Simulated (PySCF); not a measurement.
# C₃H₉GeP: NMR shifts at several levels of theory, part 2 of 2

PySCF 2.14.0. Atoms count from 0. The steps go on from the part before.

## Step 8: NMR shieldings: wB97X-D/pcSseg-1

Job settings and geometry (Å):

```
{"job": {"kind": "nmr", "xc": "wB97X-D", "basis": "pcSseg-1", "pop": false}, "charge": 0, "multiplicity": 1}
C     -2.115561    -0.806226    -0.418680
C     -1.038369    -0.924359     0.362452
C     -0.582151     0.070004     1.373187
Ge     0.967661     1.098724     0.711980
P      2.551640    -0.427462    -0.048854
H     -2.785188     0.056960    -0.344116
H     -2.367241    -1.569853    -1.158550
H     -0.401736    -1.811277     0.242763
H     -1.377049     0.790681     1.621347
H     -0.263142    -0.422038     2.306017
H      1.602495     1.904197     1.865538
H      0.501504     2.066607    -0.395079
H      1.881224    -0.643763    -1.292015
H      3.412644     0.576145    -0.589471
```

Method: GIAO wB97X-D/pcSseg-1 NMR shielding, non-relativistic, gas phase.

Log:

```text
coarse grid: 51616 points
cycle   1  E = -2537.7897272882  dE = -4.533e-01  |g| = 8.361e-01  |ddm| = 3.306e+00
cycle   2  E = -2537.8018308983  dE = -1.210e-02  |g| = 7.425e-01  |ddm| = 7.784e-01
cycle   3  E = -2537.8471963896  dE = -4.537e-02  |g| = 6.275e-02  |ddm| = 4.175e-01
cycle   4  E = -2537.8476118742  dE = -4.155e-04  |g| = 1.146e-02  |ddm| = 4.888e-02
cycle   5  E = -2537.8476538927  dE = -4.202e-05  |g| = 4.582e-03  |ddm| = 1.678e-02
cycle   6  E = -2537.8476613324  dE = -7.440e-06  |g| = 1.362e-03  |ddm| = 7.911e-03
final grid: 106936 points
cycle   7  E = -2537.8470153340  dE = -2.581e-06  |g| = 1.455e-03  |ddm| = 4.366e-03
cycle   8  E = -2537.8470152613  dE =  7.270e-08  |g| = 1.632e-03  |ddm| = 2.193e-03
cycle   9  E = -2537.8470158719  dE = -6.105e-07  |g| = 8.861e-05  |ddm| = 1.145e-03
cycle  10  E = -2537.8470158750  dE = -3.125e-09  |g| = 4.663e-05  |ddm| = 1.747e-04
cycle  11  E = -2537.8470158758  dE = -7.949e-10  |g| = 1.504e-05  |ddm| = 7.474e-05
converged SCF energy = -2537.8470158758

GIAO shielding tensors (ppm)
atom      isotropic    diamagn.    paramagn.     s11        s22        s33       span
  0 C       62.149     254.633    -192.484    -54.089     86.004    154.532    208.621
  1 C       40.017     257.518    -217.500    -89.040     48.497    160.595    249.635
  2 C      164.116     251.229     -87.112    151.253    159.543    181.553     30.300
  3 Ge    1469.297    2757.757   -1288.460   1387.483   1465.466   1554.941    167.458
  4 P      602.838     966.644    -363.807    552.599    574.862    681.052    128.453
  5 H       26.103      31.182      -5.078     22.300     25.149     30.861      8.561
  6 H       26.200      29.896      -3.696     22.894     25.079     30.629      7.735
  7 H       25.516      32.685      -7.170     22.917     23.854     29.776      6.859
  8 H       29.560      31.385      -1.825     25.202     27.602     35.875     10.672
  9 H       29.706      30.155      -0.449     25.395     27.578     36.144     10.749
 10 H       27.073      29.343      -2.269     20.893     21.944     38.382     17.490
 11 H       27.024      30.283      -3.258     20.675     22.474     37.924     17.248
 12 H       29.656      29.887      -0.232     23.894     27.927     37.146     13.251
 13 H       29.837      28.737       1.100     24.391     26.382     38.740     14.349
```

It took 36 s on 1 thread of Intel Xeon Platinum 8259CL at 2.50GHz, shared host; peak memory 0.92 GiB.

Key values: δ C1 144.5, C0 122.4, C2 20.4, Ge3 -139, H7 5.86, H5 5.28 ppm.

## Step 9: Nuclear shieldings: LC-wPBE/pcSseg-1

Same as in step 8 but for these lines:

```diff
@@ -1,2 +1,2 @@
-{"job": {"kind": "nmr", "xc": "wB97X-D", "basis": "pcSseg-1", "pop": false}, "charge": 0, "multiplicity": 1}
+{"job": {"kind": "nmr", "xc": "LC-wPBE", "basis": "pcSseg-1", "pop": false}, "charge": 0, "multiplicity": 1}
 C     -2.115561    -0.806226    -0.418680
```

Level: GIAO LC-wPBE/pcSseg-1 NMR shielding, non-relativistic, gas phase.

Log:

```text
coarse grid: 51616 points
cycle   1  E = -2537.3030366934  dE = -4.073e-01  |g| = 9.281e-01  |ddm| = 3.303e+00
cycle   2  E = -2537.3245304890  dE = -2.149e-02  |g| = 8.058e-01  |ddm| = 7.790e-01
cycle   3  E = -2537.3703858740  dE = -4.586e-02  |g| = 6.857e-02  |ddm| = 4.002e-01
cycle   4  E = -2537.3710607154  dE = -6.748e-04  |g| = 1.049e-02  |ddm| = 6.389e-02
cycle   5  E = -2537.3711201881  dE = -5.947e-05  |g| = 4.781e-03  |ddm| = 2.443e-02
cycle   6  E = -2537.3711286972  dE = -8.509e-06  |g| = 1.045e-03  |ddm| = 7.920e-03
final grid: 106936 points
cycle   7  E = -2537.3710558318  dE = -5.889e-07  |g| = 5.498e-04  |ddm| = 2.647e-03
cycle   8  E = -2537.3710559127  dE = -8.087e-08  |g| = 5.409e-04  |ddm| = 1.151e-03
cycle   9  E = -2537.3710559986  dE = -8.590e-08  |g| = 8.399e-05  |ddm| = 3.932e-04
cycle  10  E = -2537.3710560077  dE = -9.061e-09  |g| = 2.797e-05  |ddm| = 4.148e-04
cycle  11  E = -2537.3710560080  dE = -3.229e-10  |g| = 5.487e-06  |ddm| = 6.500e-05
converged SCF energy = -2537.3710560080

GIAO shielding tensors (ppm)
atom      isotropic    diamagn.    paramagn.     s11        s22        s33       span
  0 C       61.750     254.454    -192.705    -60.826     85.912    160.163    220.989
  1 C       40.925     257.315    -216.390    -94.467     50.455    166.787    261.254
  2 C      170.562     250.825     -80.263    158.780    165.287    187.620     28.840
  3 Ge    1482.759    2757.553   -1274.793   1405.677   1475.669   1566.931    161.254
  4 P      615.343     966.520    -351.177    563.854    583.544    698.632    134.778
  5 H       25.948      31.061      -5.113     21.937     24.967     30.939      9.002
  6 H       26.019      29.829      -3.810     22.616     24.912     30.530      7.914
  7 H       25.425      32.567      -7.142     22.761     23.773     29.741      6.980
  8 H       29.578      31.370      -1.792     25.054     27.453     36.226     11.172
  9 H       29.737      30.219      -0.482     25.283     27.422     36.506     11.223
 10 H       27.108      29.247      -2.139     20.817     21.889     38.618     17.800
 11 H       27.061      30.131      -3.070     20.661     22.406     38.116     17.455
 12 H       29.622      29.694      -0.073     23.735     27.801     37.328     13.593
 13 H       29.776      28.682       1.094     24.158     26.258     38.911     14.753
```

Run time: 49 s. Hardware: 1 thread of Intel Xeon Platinum 8259CL at 2.50GHz, shared host; peak memory 0.93 GiB.

Key values: δ C1 147.6, C0 126.8, C2 18.0, Ge3 -143, H7 5.90, H5 5.38 ppm.

## Step 10: Shielding tensors: PBE0/STO-3G

Same as in step 9 but for these lines:

```diff
@@ -1,2 +1,2 @@
-{"job": {"kind": "nmr", "xc": "LC-wPBE", "basis": "pcSseg-1", "pop": false}, "charge": 0, "multiplicity": 1}
+{"job": {"kind": "nmr", "xc": "PBE0", "basis": "STO-3G", "pop": true}, "charge": 0, "multiplicity": 1}
 C     -2.115561    -0.806226    -0.418680
```

Method: GIAO PBE0/STO-3G NMR shielding, non-relativistic, gas phase.

Log:

```text
coarse grid: 51616 points
cycle   1  E = -2508.2613536508  dE = -2.275e+00  |g| = 5.120e-01  |ddm| = 4.470e+00
cycle   2  E = -2508.2796196987  dE = -1.827e-02  |g| = 5.203e-01  |ddm| = 1.913e+00
cycle   3  E = -2508.3761463133  dE = -9.653e-02  |g| = 1.044e-01  |ddm| = 9.517e-01
cycle   4  E = -2508.3787880551  dE = -2.642e-03  |g| = 5.136e-02  |ddm| = 1.840e-01
cycle   5  E = -2508.3795813505  dE = -7.933e-04  |g| = 7.188e-03  |ddm| = 6.889e-02
cycle   6  E = -2508.3796000299  dE = -1.868e-05  |g| = 1.445e-03  |ddm| = 1.310e-02
cycle   7  E = -2508.3796009738  dE = -9.439e-07  |g| = 2.904e-04  |ddm| = 3.317e-03
final grid: 106936 points
cycle   8  E = -2508.3794236055  dE = -1.425e-08  |g| = 2.436e-04  |ddm| = 8.388e-04
cycle   9  E = -2508.3794236082  dE = -2.632e-09  |g| = 2.288e-04  |ddm| = 6.801e-04
cycle  10  E = -2508.3794236249  dE = -1.677e-08  |g| = 8.284e-06  |ddm| = 3.256e-04
cycle  11  E = -2508.3794236250  dE = -2.638e-11  |g| = 3.005e-06  |ddm| = 1.653e-05
converged SCF energy = -2508.3794236250

GIAO shielding tensors (ppm)
atom      isotropic    diamagn.    paramagn.     s11        s22        s33       span
  0 C      131.791     253.913    -122.122     41.305    144.211    209.858    168.553
  1 C      120.667     254.019    -133.352     28.340    122.874    210.788    182.448
  2 C      222.841     244.760     -21.918    212.111    214.162    242.251     30.140
  3 Ge    2124.932    2733.682    -608.750   2069.458   2111.559   2193.780    124.322
  4 P      758.204     955.069    -196.866    701.875    740.035    832.700    130.825
  5 H       27.805      32.096      -4.291     24.183     26.068     33.164      8.982
  6 H       27.600      30.980      -3.380     24.518     26.079     32.203      7.685
  7 H       27.388      33.396      -6.008     24.741     26.384     31.038      6.297
  8 H       31.310      31.517      -0.207     25.495     28.318     40.117     14.622
  9 H       31.483      30.356       1.127     25.563     28.379     40.507     14.945
 10 H       30.591      31.197      -0.605     24.372     25.468     41.934     17.562
 11 H       30.840      33.828      -2.987     24.638     26.240     41.643     17.005
 12 H       32.613      34.141      -1.528     26.284     31.069     40.484     14.200
 13 H       32.663      30.881       1.782     26.677     29.469     41.842     15.165
```

Wall time 8.3 s (1 thread of Intel Xeon Platinum 8259CL at 2.50GHz, shared host); peak memory 0.4 GiB.

In short: δ C1 114.0, C0 102.9, C2 11.8, Ge3 -73, H7 5.22, H6 5.01 ppm.

## Step 11: Shielding tensors: PBE0/6-31G

Same as in step 10 but for these lines:

```diff
@@ -1,2 +1,2 @@
-{"job": {"kind": "nmr", "xc": "PBE0", "basis": "STO-3G", "pop": true}, "charge": 0, "multiplicity": 1}
+{"job": {"kind": "nmr", "xc": "PBE0", "basis": "6-31G", "pop": true}, "charge": 0, "multiplicity": 1}
 C     -2.115561    -0.806226    -0.418680
```

Level: GIAO PBE0/6-31G NMR shielding, non-relativistic, gas phase.

Log:

```text
coarse grid: 51616 points
cycle   1  E = -2537.0536496095  dE = -3.651e-01  |g| = 3.251e-01  |ddm| = 3.316e+00
cycle   2  E = -2537.0509150640  dE =  2.735e-03  |g| = 3.502e-01  |ddm| = 8.854e-01
cycle   3  E = -2537.0882827623  dE = -3.737e-02  |g| = 2.641e-02  |ddm| = 4.620e-01
cycle   4  E = -2537.0883912521  dE = -1.085e-04  |g| = 1.280e-02  |ddm| = 3.520e-02
cycle   5  E = -2537.0884236908  dE = -3.244e-05  |g| = 3.887e-03  |ddm| = 1.483e-02
cycle   6  E = -2537.0884274973  dE = -3.807e-06  |g| = 1.444e-03  |ddm| = 5.146e-03
final grid: 106936 points
cycle   7  E = -2537.0883237870  dE =  1.001e-06  |g| = 2.426e-03  |ddm| = 3.848e-03
cycle   8  E = -2537.0883203252  dE =  3.462e-06  |g| = 4.291e-03  |ddm| = 6.284e-03
cycle   9  E = -2537.0883253917  dE = -5.067e-06  |g| = 1.363e-04  |ddm| = 4.026e-03
cycle  10  E = -2537.0883253950  dE = -3.264e-09  |g| = 9.412e-06  |ddm| = 1.257e-04
cycle  11  E = -2537.0883253950  dE = -2.638e-11  |g| = 4.275e-06  |ddm| = 1.585e-05
converged SCF energy = -2537.0883253950

GIAO shielding tensors (ppm)
atom      isotropic    diamagn.    paramagn.     s11        s22        s33       span
  0 C       85.608     256.431    -170.823    -16.282    103.251    169.855    186.136
  1 C       68.400     254.023    -185.623    -44.712     73.628    176.284    220.995
  2 C      178.379     248.810     -70.431    164.772    176.529    193.835     29.063
  3 Ge    1781.757    2748.643    -966.885   1716.775   1766.978   1861.519    144.745
  4 P      654.793     967.507    -312.714    617.001    623.584    723.794    106.793
  5 H       27.048      31.251      -4.203     23.580     25.970     31.595      8.014
  6 H       27.206      30.021      -2.815     24.066     26.250     31.302      7.236
  7 H       26.375      31.176      -4.802     24.041     24.592     30.490      6.449
  8 H       30.573      30.899      -0.326     25.553     28.601     37.565     12.012
  9 H       30.846      29.777       1.069     25.899     28.805     37.835     11.936
 10 H       27.981      29.230      -1.250     21.714     22.878     39.350     17.636
 11 H       27.998      29.785      -1.787     21.563     23.435     38.997     17.434
 12 H       31.116      31.434      -0.318     25.155     29.457     38.736     13.581
 13 H       31.324      30.377       0.948     25.826     27.706     40.441     14.614
```

Run time: 15 s. Hardware: 1 thread of Intel Xeon Platinum 8259CL at 2.50GHz, shared host; peak memory 0.53 GiB.

In short: δ C1 131.1, C0 113.9, C2 21.2, Ge3 -86, H7 6.24, H5 5.56 ppm.

## Step 12: Side by side: NMR shifts

Shifts (ppm) of some atoms, chosen among heavy atoms and hydrogens apart, means over like atoms, with basis size and wall time:

```csv
run,C1,C0,C2,H10,H12,Ge3,P4,functions,time
PBE0/pcSseg-1,143.6,121.6,22.2,4.40,1.68,-139,-295.4,161,27 s
mPW1PW91/pcSseg-1,143.5,121.6,22.2,4.39,1.67,-137,-291.7,161,29 s
WP04/pcSseg-1,142.3,119.9,24.5,3.89,1.39,-118,-237.8,161,32 s
B97-2/pcSseg-1,140.3,118.5,22.5,4.36,1.68,-136,-282.5,161,33 s
BHandHLYP/pcSseg-1,145.6,122.2,20.2,4.20,1.56,-132,-283.2,161,27 s
CAM-B3LYP/pcSseg-1,147.4,123.5,21.3,4.31,1.59,-141,-291.5,161,37 s
wB97X-D/pcSseg-1,144.5,122.4,20.4,4.33,1.63,-139,-295.7,161,36 s
LC-wPBE/pcSseg-1,147.6,126.8,18.0,4.24,1.63,-143,-307.3,161,49 s
PBE0/STO-3G,114.0,102.9,11.8,1.89,-0.03,-73,-53.5,51,8.3 s
PBE0/6-31G,131.1,113.9,21.2,4.62,1.39,-86,-290.5,85,15 s
```

## Step 13: Results

The summary covers parts 1 to 2.

| quantity | value |
| --- | --- |
| 13C shifts against TMS (PBE0/pcSseg-1) | 143.6, 121.6, 22.2 ppm |
| 1H shifts against TMS (PBE0/pcSseg-1, means over atoms taken as alike) | 5.88, 5.26, 5.19, 4.40, 1.87, 1.68 ppm |
| 73Ge shifts against GeMe4 (PBE0/pcSseg-1) | -139 ppm |
| 31P shifts against H3PO4 (PBE0/pcSseg-1) | -295.4 ppm |
| range of the shift of P4 | -307.3 to -53.5 ppm |
| property runs in this session | 10, of which 0 failed and 1 gave unsound results |

In words: Single values in the summary come from the first run of each kind that ended normally (PBE0/pcSseg-1), which need not be the best level. The most deshielded carbon is C1 (alkene CH), at 143.6 ppm: the olefinic region. The most deshielded hydrogen is H7 (hydrogen on an alkene CH), at 5.88 ppm: olefinic region. At PBE0/pcSseg-1: The widest tensor belongs to C1: span 245 ppm, with a paramagnetic part of -216 ppm. Across the 10 runs the shift of P4 moves most, between -307.3 (LC-wPBE/pcSseg-1) and -53.5 ppm (PBE0/STO-3G). A minimal basis is unusable for shieldings, so that end is no result. Spin-orbit coupling is left out, which matters for shieldings and couplings at and beside the heavy atoms.
